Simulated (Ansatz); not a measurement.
# TaAl3: a line through a two-coordinate scan

How does the energy of TaAl₃ (I4/mmm, No. 139; 4 atoms in the cell) vary with lattice constant a (and b), at lattice constant c = 8.609 Å?

Computed with Ansatz 0.2.0 (DFT PBEsol, scalar-relativistic, plane waves, PAW, unless a step's input says otherwise).

40 further runs of the same task are left out: 40 set aside as unsound or not needed.

**1. The structure to begin with**

Symmetry: I4/mmm, No. 139, tetragonal system. The conventional cell has a = 3.829 Å, b = 3.829 Å, c = 8.503 Å, α = 90.00°, β = 90.00°, γ = 90.00°. Around Ta (site symmetry 4/mmm) lie 12 Al at 2.71 to 2.86 Å. Al (site symmetry 4/mmm) has 4 Ta at 2.71 Å and 8 Al at 2.86 Å as nearest neighbours. Around Al (site symmetry -4m2) lie 8 Al at 2.71 to 2.86 Å and 4 Ta at 2.86 Å.

Structure file:

```
CELL_PARAMETERS angstrom
-1.91456 1.91456 4.25149
1.91456 -1.91456 4.25149
1.91456 1.91456 -4.25149
ATOMIC_POSITIONS crystal
Ta 0.50000 0.50000 0.00000
Al 0.00000 0.00000 0.00000
Al 0.75000 0.25000 0.50000
Al 0.25000 0.75000 0.50000
```

It is the result of an earlier relaxation at this level (volume 15.58 Å³/atom; gap on the mesh: none (metal)).

**2. What is varied**

The energy is mapped over the lattice constants a and c of the conventional cell.

The axes are (1) lattice constant a (and b): 9 values from 3.561 to 4.097 Å; (2) lattice constant c: 9 values from 8.078 to 8.928 Å.

Nothing else is relaxed (symmetry fixes all fractional coordinates). Energies count from the relaxed crystal. Points are written as (first, second).

**3. The run at (3.561 Å, 8.609 Å)**

File input.yaml:

```yaml
crystal:
  lattice:
    - [-1.78055, 1.78055, 4.30465]
    - [1.78055, -1.78055, 4.30465]
    - [1.78055, 1.78055, -4.30465]
  atoms:
    - { symbol: Ta, position: [0.5, 0.5, 0.0] }
    - { symbol: Al, position: [0.0, 0.0, 0.0] }
    - { symbol: Al, position: [0.75, 0.25, 0.5] }
    - { symbol: Al, position: [0.25, 0.75, 0.5] }
basis:
  ecutwfc: 420
kpoints:
  mp_grid: { grid: [14, 14, 14] }
hamiltonian:
  xc: pbesol
scf:
  occupations: { method: gaussian, width: 0.15 }
output:
  forces: true
  stress: true
  eigenvalues: true
```

Started as:

```bash
$ ansatz run input.yaml --threads 2 --pin off --max-ram 4096MiB --backend cpu --events-out ev --progress --plain --runs-dir out
```

What it wrote, cut to the lines that bear on the results:

```text
Warning: RAYON_NUM_THREADS=2 ignored (pool sized by the plan → 2); use --threads N
[...]
Pseudopotentials: kind: paw
Pseudopotential: Ta, paw, valence charge 13, recommended cutoff 420 eV (normal), Ta.paw.azcp
Pseudopotential: Al, paw, valence charge 3, recommended cutoff 420 eV (normal), Al.paw.azcp
Functional definition: PBEsol
[...]
Crystal: 4 atoms, lattice volume = 54.589 Å³
Basis set: ecut = 420 eV, 1071 PW (Γ), exchange–correlation on 72×72×72 points (8 copies of the dense FFT grid, shifted against one another)
Bands: 15, of which v1, the nominal top of the filled ones, is band 11 counted from 1 (10 counted from 0)
Symmetry: 16 space group operations
Space group: I4/mmm (ITA 139), of the structure as read, at distance tolerance 3.8e-5 Å
k-points: 244 of 2744
[...]
SCF iter   1: F=—  HF=-11380.607890 eV  |F-HF|=—  |Δ(HF+E_count)|=         —  Δρ=3.45e-3  dr2=6.45e-3  ethr=1.77e-3  ⟨swp⟩=5.5  Hψ=21680  notcnv=0
[...]
SCF iter   6: F=-11380.606812 eV  HF=-11380.606812 eV  |F-HF|=1.27e-10  |Δ(HF+E_count)|=   7.62e-9  Δρ=1.05e-6  dr2=3.37e-10  ethr=9.79e-11  ⟨swp⟩=1.8  Hψ=11773  notcnv=0
the search or the solves at the SCF's close seem to have found levels that the self-consistency loop had missed (the run counts 1). By its estimate they hold under 1e-12 electrons; where the run keeps them, the occupations were computed again with them
[...]
SCF converged after 6 iterations
Free energy (F): -11380.606812 eV
[...]
E sigma→0 (E₀):  -11380.603004 eV
Entropy (-TS):   -0.007615 eV (-1.904 meV/atom)
Fermi energy:    13.847308 eV
[...]
--- Forces (eV/Å), atoms counted from 1 ---
  atom   1  Ta     0.00000000     0.00000000     0.00000000
  atom   2  Al    -0.00000000     0.00000000     0.00000000
  atom   3  Al     0.00000000     0.00000000     0.00000000
  atom   4  Al     0.00000000    -0.00000000     0.00000000
[...]
--- Stress (GPa, compression-positive) ---
       35.425732       0.000000       0.000000
        0.000000      35.425732      -0.000000
       -0.000000       0.000000       5.277681
  P = ⅓ Tr σ = 25.3764 GPa (253.764 kbar)
--- Band table (eV; the first three rows and the last of 244) ---
  k-point 0: bands = ["-53.3656", "-20.0706", "-20.0706", "-19.9670", "1.9546", "8.7192", "9.9215", "10.4343", "11.5990", "11.5990", "14.1277", "15.6527", "15.9033", "15.9033", "16.7215"]
[...]
```

Wall time 7 s (2 threads of Arm Neoverse V2, shared host); peak memory 0.46 GiB.

On the map this point reads 203 meV/atom.

**4. The run at (3.628 Å, 8.609 Å)**

input.yaml: that of step 3 with these lines changed.

```diff
@@ -2,5 +2,5 @@
   lattice:
-    - [-1.78055, 1.78055, 4.30465]
-    - [1.78055, -1.78055, 4.30465]
-    - [1.78055, 1.78055, -4.30465]
+    - [-1.81405, 1.81405, 4.30465]
+    - [1.81405, -1.81405, 4.30465]
+    - [1.81405, 1.81405, -4.30465]
   atoms:
@@ -22 +22,5 @@
   eigenvalues: true
+  write_density: true
+  write_potential: true
+  elf: true
+  volumetric_format: npy
```

Started as:

```bash
$ ansatz run input.yaml --threads 2 --pin off --max-ram 4096MiB --backend cpu --events-out ev --progress --plain --runs-dir out
```

What it wrote, cut to the lines that bear on the results:

```text
Warning: RAYON_NUM_THREADS=2 ignored (pool sized by the plan → 2); use --threads N
[...]
Pseudopotentials: kind: paw
Pseudopotential: Ta, paw, valence charge 13, recommended cutoff 420 eV (normal), Ta.paw.azcp
Pseudopotential: Al, paw, valence charge 3, recommended cutoff 420 eV (normal), Al.paw.azcp
Functional definition: PBEsol
[...]
Crystal: 4 atoms, lattice volume = 56.663 Å³
Basis set: ecut = 420 eV, 1083 PW (Γ), exchange–correlation on 72×72×72 points (8 copies of the dense FFT grid, shifted against one another)
Bands: 15, of which v1, the nominal top of the filled ones, is band 11 counted from 1 (10 counted from 0)
Symmetry: 16 space group operations
Space group: I4/mmm (ITA 139), of the structure as read, at distance tolerance 3.8e-5 Å
k-points: 244 of 2744
[...]
SCF iter   1: F=—  HF=-11380.989990 eV  |F-HF|=—  |Δ(HF+E_count)|=         —  Δρ=3.07e-3  dr2=7.13e-3  ethr=1.77e-3  ⟨swp⟩=5.5  Hψ=21559  notcnv=0
[...]
SCF iter   6: F=-11380.988828 eV  HF=-11380.988828 eV  |F-HF|=1.51e-10  |Δ(HF+E_count)|=   8.65e-9  Δρ=1.07e-6  dr2=4.11e-10  ethr=1.20e-10  ⟨swp⟩=5.3  Hψ=20731  notcnv=0
[...]
SCF converged after 6 iterations
Free energy (F): -11380.988828 eV
[...]
E sigma→0 (E₀):  -11380.985223 eV
Entropy (-TS):   -0.007210 eV (-1.802 meV/atom)
Fermi energy:    13.270737 eV
[...]
--- Forces (eV/Å), atoms counted from 1 ---
  atom   1  Ta     0.00000000     0.00000000    -0.00000000
  atom   2  Al     0.00000000     0.00000000    -0.00000000
  atom   3  Al    -0.00000000     0.00000000     0.00000000
  atom   4  Al     0.00000000    -0.00000000     0.00000000
[...]
--- Stress (GPa, compression-positive) ---
       23.962167      -0.000000      -0.000000
       -0.000000      23.962167       0.000000
        0.000000       0.000000       2.657743
  P = ⅓ Tr σ = 16.8607 GPa (168.607 kbar)
--- Band table (eV; the first three rows and the last of 244) ---
  k-point 0: bands = ["-54.0440", "-20.7243", "-20.7243", "-20.6026", "1.6320", "8.4038", "9.5628", "10.0118", "11.0257", "11.0257", "13.5196", "15.1178", "15.1178", "15.1225", "15.8517"]
[...]
```

Wall time 7.3 s (2 threads of Arm Neoverse V2, shared host); peak memory 0.47 GiB.

The maps below are laid out on this run's own conventional cell (a, b, c = 3.628, 3.628, 8.609 Å).

Density in a lattice plane of the grid's cell (edges 3.63 and 8.61 Å, at 0.000 of the third edge), which holds Ta and Al.

Values in e/Å³, 12 rows by 6 columns:
```
0.14 0.23 0.24 0.23 0.24 0.23
0.14 0.18 0.23 0.19 0.23 0.18
0.17 0.22 0.14 0.06 0.14 0.21
0.24 0.26 0.26 0.19 0.26 0.26
2.36 0.91 0.26 0.23 0.26 0.91
3.08 3.30 0.28 0.21 0.28 3.30
2.36 0.91 0.26 0.23 0.26 0.91
0.24 0.26 0.26 0.19 0.26 0.26
0.17 0.21 0.14 0.06 0.14 0.22
0.14 0.18 0.23 0.19 0.23 0.18
0.14 0.23 0.24 0.23 0.24 0.23
0.07 0.17 0.26 0.21 0.26 0.17
```
Columns run along the first of these edges and rows up along the second, over one cell in 6 and 12 even steps from the bottom left corner. Atoms in the plane (fractional): Ta at (0.00, 0.50), Al at (0.00, 0.00), Al at (0.50, 0.75), Al at (0.50, 0.25).

ELF in the same plane.

Ten even steps from ' ' (0.00) to '@' (0.70):
```
  ..##@@######@@##..
::==##%%%%%%%%%%##==
::==**####**####**==
--==++==      ==++==
++**##--  ..  --##**
**##@@##..  ..##@@##
--==**%%##**##%%**==
**++--==##%%##==--++
%%@@**::==##==::**@@
  **%%::--**--::%%**
%%@@**::==##==::**@@
**++--==##%%##==--++
--==**%%##**##%%**==
**##@@##..  ..##@@##
++**##--  ..  --##**
--==++==      ==++==
::==**####**####**==
::==##%%%%%%%%%%##==
  ..##@@######@@##..
..  ++@@##**##@@++  
```
Columns run along the first of these edges and rows up along the second, over one cell in 10 and 20 even steps from the bottom left corner. Atoms in the plane (fractional): Ta at (0.00, 0.50), Al at (0.00, 0.00), Al at (0.50, 0.75), Al at (0.50, 0.25).

Both are smooth fields of the valence electrons: close to the nuclei they are not physical.

Maxima of ELF outside the ion cores: 0.70 on the Al–Al line, 1.3 Å from Al.

Energy on the map's scale: 107 meV/atom.

**5. The run at (3.695 Å, 8.609 Å)**

input.yaml: that of step 4 with these lines changed.

```diff
@@ -2,5 +2,5 @@
   lattice:
-    - [-1.81405, 1.81405, 4.30465]
-    - [1.81405, -1.81405, 4.30465]
-    - [1.81405, 1.81405, -4.30465]
+    - [-1.84755, 1.84755, 4.30465]
+    - [1.84755, -1.84755, 4.30465]
+    - [1.84755, 1.84755, -4.30465]
   atoms:
@@ -22,5 +22 @@
   eigenvalues: true
-  write_density: true
-  write_potential: true
-  elf: true
-  volumetric_format: npy
```

Started as:

```bash
$ ansatz run input.yaml --threads 2 --pin off --max-ram 4096MiB --backend cpu --events-out ev --progress --plain --runs-dir out
```

What it wrote, cut to the lines that bear on the results:

```text
Warning: RAYON_NUM_THREADS=2 ignored (pool sized by the plan → 2); use --threads N
[...]
Pseudopotentials: kind: paw
Pseudopotential: Ta, paw, valence charge 13, recommended cutoff 420 eV (normal), Ta.paw.azcp
Pseudopotential: Al, paw, valence charge 3, recommended cutoff 420 eV (normal), Al.paw.azcp
Functional definition: PBEsol
[...]
Crystal: 4 atoms, lattice volume = 58.775 Å³
Basis set: ecut = 420 eV, 1155 PW (Γ), exchange–correlation on 72×72×72 points (8 copies of the dense FFT grid, shifted against one another)
Bands: 15, of which v1, the nominal top of the filled ones, is band 11 counted from 1 (10 counted from 0)
Symmetry: 16 space group operations
Space group: I4/mmm (ITA 139), of the structure as read, at distance tolerance 3.9e-5 Å
k-points: 244 of 2744
[...]
SCF iter   1: F=—  HF=-11381.240235 eV  |F-HF|=—  |Δ(HF+E_count)|=         —  Δρ=2.94e-3  dr2=8.38e-3  ethr=1.77e-3  ⟨swp⟩=5.5  Hψ=21490  notcnv=0
[...]
SCF iter   6: F=-11381.238829 eV  HF=-11381.238829 eV  |F-HF|=1.62e-10  |Δ(HF+E_count)|=   1.08e-8  Δρ=1.16e-6  dr2=5.28e-10  ethr=2.07e-10  ⟨swp⟩=2.5  Hψ=12982  notcnv=0
[...]
SCF converged after 6 iterations
Free energy (F): -11381.238829 eV
[...]
E sigma→0 (E₀):  -11381.235232 eV
Entropy (-TS):   -0.007194 eV (-1.799 meV/atom)
Fermi energy:    12.721737 eV
[...]
--- Forces (eV/Å), atoms counted from 1 ---
  atom   1  Ta     0.00000000     0.00000000     0.00000000
  atom   2  Al    -0.00000000     0.00000000    -0.00000000
  atom   3  Al    -0.00000000     0.00000000     0.00000000
  atom   4  Al     0.00000000    -0.00000000     0.00000000
[...]
--- Stress (GPa, compression-positive) ---
       14.271349      -0.000000      -0.000000
       -0.000000      14.271349       0.000000
       -0.000000       0.000000       0.352918
  P = ⅓ Tr σ = 9.6319 GPa (96.319 kbar)
--- Band table (eV; the first three rows and the last of 244) ---
  k-point 0: bands = ["-54.6950", "-21.3526", "-21.3526", "-21.2133", "1.3289", "8.1088", "9.2263", "9.6040", "10.4855", "10.4855", "12.9405", "14.3801", "14.3801", "14.6102", "15.0183"]
[...]
```

Wall time 5.5 s (2 threads of Arm Neoverse V2, shared host); peak memory 0.47 GiB.

On the map this point reads 45 meV/atom.

**6. Grid point (3.762 Å, 8.609 Å)**

input.yaml: that of step 5 with these lines changed.

```diff
@@ -2,5 +2,5 @@
   lattice:
-    - [-1.84755, 1.84755, 4.30465]
-    - [1.84755, -1.84755, 4.30465]
-    - [1.84755, 1.84755, -4.30465]
+    - [-1.88105, 1.88105, 4.30465]
+    - [1.88105, -1.88105, 4.30465]
+    - [1.88105, 1.88105, -4.30465]
   atoms:
```

Started as:

```bash
$ ansatz run input.yaml --threads 2 --pin off --max-ram 4096MiB --backend cpu --events-out ev --progress --plain --runs-dir out
```

What it wrote, cut to the lines that bear on the results:

```text
Warning: RAYON_NUM_THREADS=2 ignored (pool sized by the plan → 2); use --threads N
[...]
Pseudopotentials: kind: paw
Pseudopotential: Ta, paw, valence charge 13, recommended cutoff 420 eV (normal), Ta.paw.azcp
Pseudopotential: Al, paw, valence charge 3, recommended cutoff 420 eV (normal), Al.paw.azcp
Functional definition: PBEsol
[...]
Crystal: 4 atoms, lattice volume = 60.925 Å³
Basis set: ecut = 420 eV, 1203 PW (Γ), exchange–correlation on 72×72×72 points (8 copies of the dense FFT grid, shifted against one another)
Bands: 15, of which v1, the nominal top of the filled ones, is band 11 counted from 1 (10 counted from 0)
Symmetry: 16 space group operations
Space group: I4/mmm (ITA 139), of the structure as read, at distance tolerance 3.9e-5 Å
k-points: 244 of 2744
[...]
SCF iter   1: F=—  HF=-11381.375757 eV  |F-HF|=—  |Δ(HF+E_count)|=         —  Δρ=3.04e-3  dr2=1.05e-2  ethr=1.77e-3  ⟨swp⟩=5.5  Hψ=21423  notcnv=0
[...]
SCF iter   6: F=-11381.373945 eV  HF=-11381.373945 eV  |F-HF|=3.84e-10  |Δ(HF+E_count)|=   1.71e-8  Δρ=1.34e-6  dr2=9.16e-10  ethr=3.73e-10  ⟨swp⟩=2.7  Hψ=13161  notcnv=0
[...]
SCF converged after 6 iterations
Free energy (F): -11381.373945 eV
[...]
E sigma→0 (E₀):  -11381.370268 eV
Entropy (-TS):   -0.007354 eV (-1.839 meV/atom)
Fermi energy:    12.200067 eV
[...]
--- Forces (eV/Å), atoms counted from 1 ---
  atom   1  Ta     0.00000000     0.00000000     0.00000000
  atom   2  Al    -0.00000000     0.00000000     0.00000000
  atom   3  Al     0.00000000     0.00000000     0.00000000
  atom   4  Al     0.00000000     0.00000000     0.00000000
[...]
--- Stress (GPa, compression-positive) ---
        6.120975      -0.000000       0.000000
       -0.000000       6.120975      -0.000000
       -0.000000       0.000000      -1.695549
  P = ⅓ Tr σ = 3.5155 GPa (35.155 kbar)
--- Band table (eV; the first three rows and the last of 244) ---
  k-point 0: bands = ["-55.3193", "-21.9559", "-21.9559", "-21.8000", "1.0437", "7.8319", "8.9101", "9.2109", "9.9762", "9.9762", "12.3890", "13.6875", "13.6875", "14.1151", "14.2201"]
[...]
```

Run time: 5.8 s. Hardware: 2 threads of Arm Neoverse V2, shared host; peak memory 0.47 GiB.

That is 11 meV/atom from the zero.

**7. The run at (3.829 Å, 8.609 Å)**

input.yaml: that of step 6 with these lines changed.

```diff
@@ -2,5 +2,5 @@
   lattice:
-    - [-1.88105, 1.88105, 4.30465]
-    - [1.88105, -1.88105, 4.30465]
-    - [1.88105, 1.88105, -4.30465]
+    - [-1.9145595457, 1.9145595457, 4.30465]
+    - [1.9145595457, -1.9145595457, 4.30465]
+    - [1.9145595457, 1.9145595457, -4.30465]
   atoms:
```

Started as:

```bash
$ ansatz run input.yaml --threads 2 --pin off --max-ram 4096MiB --backend cpu --events-out ev --progress --plain --runs-dir out
```

What it wrote, cut to the lines that bear on the results:

```text
[...]
SCF converged after 6 iterations
Free energy (F): -11381.409469 eV
[...]
E sigma→0 (E₀):  -11381.405657 eV
Entropy (-TS):   -0.007624 eV (-1.906 meV/atom)
Fermi energy:    11.703215 eV
[...]
--- Forces (eV/Å), atoms counted from 1 ---
  atom   1  Ta     0.00000000    -0.00000000     0.00000000
  atom   2  Al     0.00000000     0.00000000     0.00000000
  atom   3  Al    -0.00000000     0.00000000    -0.00000000
  atom   4  Al     0.00000000    -0.00000000     0.00000000
[...]
--- Stress (GPa, compression-positive) ---
       -0.696944       0.000000       0.000000
        0.000000      -0.696944       0.000000
        0.000000       0.000000      -3.521502
  P = ⅓ Tr σ = -1.6385 GPa (-16.385 kbar)
--- Band table (eV; the first three rows and the last of 244) ---
  k-point 0: bands = ["-55.9183", "-22.5355", "-22.5355", "-22.3643", "0.7749", "7.5708", "8.6129", "8.8320", "9.4952", "9.4952", "11.8634", "13.0370", "13.0370", "13.4557", "13.6360"]
[...]
```

Run time: 5.7 s. Hardware: 2 threads of Arm Neoverse V2, shared host; peak memory 0.48 GiB.

Energy on the map's scale: 2.2 meV/atom.

**8. The run at (3.896 Å, 8.609 Å)**

input.yaml: that of step 7 with these lines changed.

```diff
@@ -2,5 +2,5 @@
   lattice:
-    - [-1.9145595457, 1.9145595457, 4.30465]
-    - [1.9145595457, -1.9145595457, 4.30465]
-    - [1.9145595457, 1.9145595457, -4.30465]
+    - [-1.94805, 1.94805, 4.30465]
+    - [1.94805, -1.94805, 4.30465]
+    - [1.94805, 1.94805, -4.30465]
   atoms:
```

Started as:

```bash
$ ansatz run input.yaml --threads 2 --pin off --max-ram 4096MiB --backend cpu --events-out ev --progress --plain --runs-dir out
```

What it wrote, cut to the lines that bear on the results:

```text
[...]
SCF converged after 6 iterations
Free energy (F): -11381.359103 eV
[...]
E sigma→0 (E₀):  -11381.355084 eV
Entropy (-TS):   -0.008039 eV (-2.010 meV/atom)
Fermi energy:    11.228808 eV
[...]
--- Forces (eV/Å), atoms counted from 1 ---
  atom   1  Ta     0.00000000     0.00000000     0.00000000
  atom   2  Al    -0.00000000     0.00000000     0.00000000
  atom   3  Al    -0.00000000     0.00000000     0.00000000
  atom   4  Al     0.00000000     0.00000000     0.00000000
[...]
--- Stress (GPa, compression-positive) ---
       -6.354375       0.000000       0.000000
        0.000000      -6.354375       0.000000
        0.000000       0.000000      -5.150185
  P = ⅓ Tr σ = -5.9530 GPa (-59.530 kbar)
--- Band table (eV; the first three rows and the last of 244) ---
  k-point 0: bands = ["-56.4930", "-23.0921", "-23.0921", "-22.9073", "0.5216", "7.3240", "8.3331", "8.4671", "9.0405", "9.0405", "11.3625", "12.4259", "12.4259", "12.7243", "13.1724"]
[...]
```

Run time: 6.1 s. Hardware: 2 threads of Arm Neoverse V2, shared host; peak memory 0.49 GiB.

That is 15 meV/atom from the zero.

**9. The run at (3.963 Å, 8.609 Å)**

input.yaml: that of step 8 with these lines changed.

```diff
@@ -2,5 +2,5 @@
   lattice:
-    - [-1.94805, 1.94805, 4.30465]
-    - [1.94805, -1.94805, 4.30465]
-    - [1.94805, 1.94805, -4.30465]
+    - [-1.98155, 1.98155, 4.30465]
+    - [1.98155, -1.98155, 4.30465]
+    - [1.98155, 1.98155, -4.30465]
   atoms:
```

Started as:

```bash
$ ansatz run input.yaml --threads 2 --pin off --max-ram 4096MiB --backend cpu --events-out ev --progress --plain --runs-dir out
```

What it wrote, cut to the lines that bear on the results:

```text
[...]
SCF converged after 6 iterations
Free energy (F): -11381.235075 eV
[...]
E sigma→0 (E₀):  -11381.230734 eV
Entropy (-TS):   -0.008680 eV (-2.170 meV/atom)
Fermi energy:    10.773706 eV
[...]
--- Forces (eV/Å), atoms counted from 1 ---
  atom   1  Ta     0.00000000    -0.00000000     0.00000000
  atom   2  Al     0.00000000     0.00000000    -0.00000000
  atom   3  Al    -0.00000000    -0.00000000    -0.00000000
  atom   4  Al     0.00000000    -0.00000000     0.00000000
[...]
--- Stress (GPa, compression-positive) ---
      -11.011931       0.000000       0.000000
        0.000000     -11.011931       0.000000
        0.000000       0.000000      -6.607054
  P = ⅓ Tr σ = -9.5436 GPa (-95.436 kbar)
--- Band table (eV; the first three rows and the last of 244) ---
  k-point 0: bands = ["-57.0453", "-23.6273", "-23.6273", "-23.4311", "0.2822", "7.0895", "8.0693", "8.1159", "8.6099", "8.6099", "10.8846", "11.8516", "11.8516", "12.0240", "12.7233"]
[...]
```

Run time: 6.5 s. Hardware: 2 threads of Arm Neoverse V2, shared host; peak memory 0.49 GiB.

On the map this point reads 46 meV/atom.

**10. Point (4.030 Å, 8.609 Å)**

input.yaml: that of step 9 with these lines changed.

```diff
@@ -2,5 +2,5 @@
   lattice:
-    - [-1.98155, 1.98155, 4.30465]
-    - [1.98155, -1.98155, 4.30465]
-    - [1.98155, 1.98155, -4.30465]
+    - [-2.01505, 2.01505, 4.30465]
+    - [2.01505, -2.01505, 4.30465]
+    - [2.01505, 2.01505, -4.30465]
   atoms:
```

Started as:

```bash
$ ansatz run input.yaml --threads 2 --pin off --max-ram 4096MiB --backend cpu --events-out ev --progress --plain --runs-dir out
```

What it wrote, cut to the lines that bear on the results:

```text
[...]
SCF converged after 6 iterations
Free energy (F): -11381.048324 eV
[...]
E sigma→0 (E₀):  -11381.043527 eV
Entropy (-TS):   -0.009593 eV (-2.398 meV/atom)
Fermi energy:    10.335674 eV
[...]
--- Forces (eV/Å), atoms counted from 1 ---
  atom   1  Ta     0.00000000     0.00000000    -0.00000000
  atom   2  Al    -0.00000000     0.00000000     0.00000000
  atom   3  Al     0.00000000    -0.00000000     0.00000000
  atom   4  Al     0.00000000    -0.00000000     0.00000000
[...]
--- Stress (GPa, compression-positive) ---
      -14.803535       0.000000       0.000000
        0.000000     -14.803535      -0.000000
       -0.000000       0.000000      -7.910106
  P = ⅓ Tr σ = -12.5057 GPa (-125.057 kbar)
--- Band table (eV; the first three rows and the last of 244) ---
  k-point 0: bands = ["-57.5764", "-24.1422", "-24.1422", "-23.9370", "0.0559", "6.8660", "7.7779", "7.8204", "8.2016", "8.2016", "10.4285", "11.3118", "11.3118", "11.3538", "12.2882"]
[...]
```

Wall time 6.7 s (2 threads of Arm Neoverse V2, shared host); peak memory 0.5 GiB.

That is 92 meV/atom from the zero.

(Part 1 of 2 ends here.)
